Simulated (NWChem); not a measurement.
# C3H7Br (SMILES CCCBr) at 4 levels

Wanted: a comparison of 4 runs (HF/STO-3G, HF/3-21G, B3LYP/6-31G*) of C3H7Br. 

Program for the calculation: NWChem 7.3.0.

20 further runs of the same task are left out: 20 set aside as unsound or not needed.

## (1) The structure to begin with

The species is C3H7Br (11 atoms), meant as a singlet with charge 0. As SMILES, `CCCBr`. The C2–C3 distance was set to 3.321 Å, away from the relaxed value. At this shape a bond of the SMILES string is far longer than usual.

Bond lengths: C1–C2 1.517 Å, C3–Br4 1.953 Å, C1–H5 1.092 Å, C1–H6 1.092 Å, C1–H7 1.093 Å, C2–H8 1.094 Å, C2–H9 1.098 Å, C3–H10 1.089 Å, C3–H11 1.088 Å. Some angles: C1–C2–H8 110.4°, C1–C2–H9 109.7°, C2–C1–H5 111.0°, C2–C1–H6 110.9°, C2–C1–H7 111.1°, Br4–C3–H10 105.3°, Br4–C3–H11 105.0°, H8–C2–H9 106.4°, H5–C1–H6 108.0°, H5–C1–H7 107.8°.

## (2) The energy at HF/STO-3G (run 1)

job.nw reads:

```
start job
title "C3H7Br hf"
memory total 2200 mb

geometry units angstroms noautosym nocenter noautoz
  C    -1.736112    1.986562    1.284390
  C    -1.413412    0.552062    1.658090
  C     0.751200   -0.933400   -0.376500
  Br    0.042600   -1.165200   -2.181600
  H    -2.201212    2.039162    0.298190
  H    -2.423512    2.431762    2.006190
  H    -0.831312    2.600162    1.260790
  H    -2.328712   -0.044538    1.708590
  H    -0.968112    0.522062    2.660790
  H     1.664500   -0.352300   -0.499500
  H     1.004600   -1.937400   -0.042700
end

basis "ao basis" spherical bse
  C library STO-3G
  Br library STO-3G
  H library STO-3G
end

scf
  thresh 1e-08
  maxiter 80
end

task scf energy
```

Launch:

```
nwchem job.nw > job.out
```

Standard output:

```text
[...]
  functions       =    40
[...]
  wavefunction    = RHF
[...]
         Total SCF energy =  -2660.616730041788
      One-electron energy =  -4113.868245594326
      Two-electron energy =   1254.953795502826
 Nuclear repulsion energy =    198.297720049712
        Time for solution =      3.1s
[...]
```

It took 4.2 s on 1 thread of Intel Xeon Platinum 8488C (Sapphire Rapids), shared host; peak memory 0.096 GiB.

## (3) A single-point energy at HF/3-21G (run 2)

c3h7br.nw reads:

```
start c3h7br
title "C3H7Br"
memory 2200 mb

geometry units angstrom noautosym nocenter noautoz
  C    -1.736112    1.986562    1.284390
  C    -1.413412    0.552062    1.658090
  C     0.751200   -0.933400   -0.376500
  Br    0.042600   -1.165200   -2.181600
  H    -2.201212    2.039162    0.298190
  H    -2.423512    2.431762    2.006190
  H    -0.831312    2.600162    1.260790
  H    -2.328712   -0.044538    1.708590
  H    -0.968112    0.522062    2.660790
  H     1.664500   -0.352300   -0.499500
  H     1.004600   -1.937400   -0.042700
end

basis spherical bse
  * library 3-21G
end

scf
  thresh 1e-08
  maxiter 80
end

task scf
```

Launch:

```
nwchem c3h7br.nw > c3h7br.out
```

Standard output:

```text
[...]
  functions       =    63
[...]
  wavefunction    = RHF
[...]
         Total SCF energy =  -2676.828382060158
      One-electron energy =  -4121.954697002902
      Two-electron energy =   1246.828594893031
 Nuclear repulsion energy =    198.297720049712
        Time for solution =      3.5s
[...]
```

It took 4.8 s on 1 thread of Intel Xeon Platinum 8488C (Sapphire Rapids), shared host; peak memory 0.096 GiB.

Run 3 isn't shown in full; the table further down has it.

## (4) The energy at B3LYP/6-31G(d) (Cartesian functions) (run 4)

sp.nw reads:

```
start sp
memory 2200 mb
charge 0

geometry units atomic noautosym nocenter noautoz
  C  -3.28077620  3.75405811  2.42714534
  C  -2.67096158  1.04324598  3.13333599
  C   1.41956226 -1.76387036 -0.71148189
  Br  0.08050233 -2.20190888 -4.12262651
  H  -4.15968782  3.85345770  0.56349743
  H  -4.57977394  4.59536418  3.79114965
  H  -1.57095200  4.91359406  2.38254780
  H  -4.40062790 -0.08416462  3.22876716
  H  -1.82946654  0.98655420  5.02816438
  H   3.14544913 -0.66575051 -0.94391820
  H   1.89841886 -3.66115539 -0.08069131
end

basis "ao basis"
  * library 6-31G*
end

dft
  xc b3lyp
  grid fine
  convergence energy 1e-08
  iterations 100
  mulliken
end

task dft
```

Launch:

```
nwchem sp.nw > sp.out
```

Standard output:

```text
[...]
          Wavefunction type:  closed shell.
          No. of atoms     :    11
          No. of electrons :    60
[...]
          Charge           :     0
          Spin multiplicity:     1
[...]
          AO basis - number of functions:    94
[...]
              XC Information
              --------------
                         B3LYP Method XC Potential
                     Hartree-Fock (Exact) Exchange  0.200
                        Slater Exchange Functional  0.800 local
                    Becke 1988 Exchange Functional  0.720 non-local
              Lee-Yang-Parr Correlation Functional  0.810
                  VWN I RPA Correlation Functional  0.190 local
[...]
 d= 0,ls=0.0,diis     1  -2692.1744499255 -2.89D+03  1.02D-02  1.65D+00     2.6
[...]
 d= 0,ls=0.0,diis    12  -2692.2338833622 -2.80D-09  6.06D-07  3.74D-09    23.1
         Total DFT energy =    -2692.233883362205
      One electron energy =    -4133.849171887711
           Coulomb energy =     1353.290114142612
    Exchange-Corr. energy =     -109.972531544161
 Nuclear repulsion energy =      198.297705927055
[...]
      Total Density - Mulliken Population Analysis
     ---------------------------------------------
    Atom       Charge   Shell Charges
 -----------   ------   -------------------------------------------------------
    1 C    6     6.47   1.99  0.68  2.13  0.64  1.00  0.03
    2 C    6     6.26   1.99  0.71  1.91  0.69  0.94  0.01
    3 C    6     6.40   1.99  0.72  1.85  0.78  1.06  0.01
    4 Br  35    35.07   2.00  1.99  6.00  1.93  5.99  1.63  3.77  0.36  1.32  7.02  2.95  0.13
    5 H    1     0.83   0.52  0.30
    6 H    1     0.83   0.52  0.31
    7 H    1     0.83   0.52  0.31
    8 H    1     0.84   0.52  0.31
    9 H    1     0.84   0.52  0.32
   10 H    1     0.82   0.52  0.29
[...]
```

Run time: 24 s. Hardware: 1 thread of Intel Xeon Platinum 8488C (Sapphire Rapids), shared host; peak memory 0.12 GiB.

## (5) Overview of the runs

| run | level | iteration cap | module | energy (Eh) | dipole moment (D) | HOMO energy (eV) | LUMO energy (eV) | wall time |
| --- | --- | --- | --- | --- | --- | --- | --- | --- |
| 1 | HF/STO-3G | 80 | scf | -2660.616730 | 2.92 | -4.44 | 1.36 | 4.2 s |
| 2 | HF/3-21G | 80 | scf | -2676.828382 | 3.97 | -6.99 | -0.34 | 4.8 s |
| 3 | B3LYP/6-31G* (spherical functions) | 100 | dft | -2692.222970 | – | – | – | 44 s |
| 4 | B3LYP/6-31G* (Cartesian functions) | 100 | dft | -2692.233883 | 2.47 | -5.57 | -3.50 | 24 s |

## (6) Summary of results

| quantity | value |
| --- | --- |
| run 4: total energy | -2692.23388 Eh |
| run 4: dipole moment | 2.47 D |
| run 4: HOMO energy | -5.57 eV |
| run 4: LUMO energy | -3.50 eV |
| run 4: HOMO–LUMO gap | 2.07 eV |

**Reading.** Over runs 1, 2, 4 the dipole moment (its size) runs from 2.47 D (B3LYP/6-31G*) to 3.97 D (HF/3-21G). The two ends differ in method and basis. Over runs 1, 2, 4 the HOMO–LUMO gap runs from 2.07 eV (B3LYP/6-31G*) to 6.65 eV (HF/3-21G). In run 1 the basis is minimal, so the values are rough. In runs 1, 2, 3, 4 a closed-shell determinant meets a far-stretched bond, which it describes badly. All runs together took 77 s, the longest 44 s.
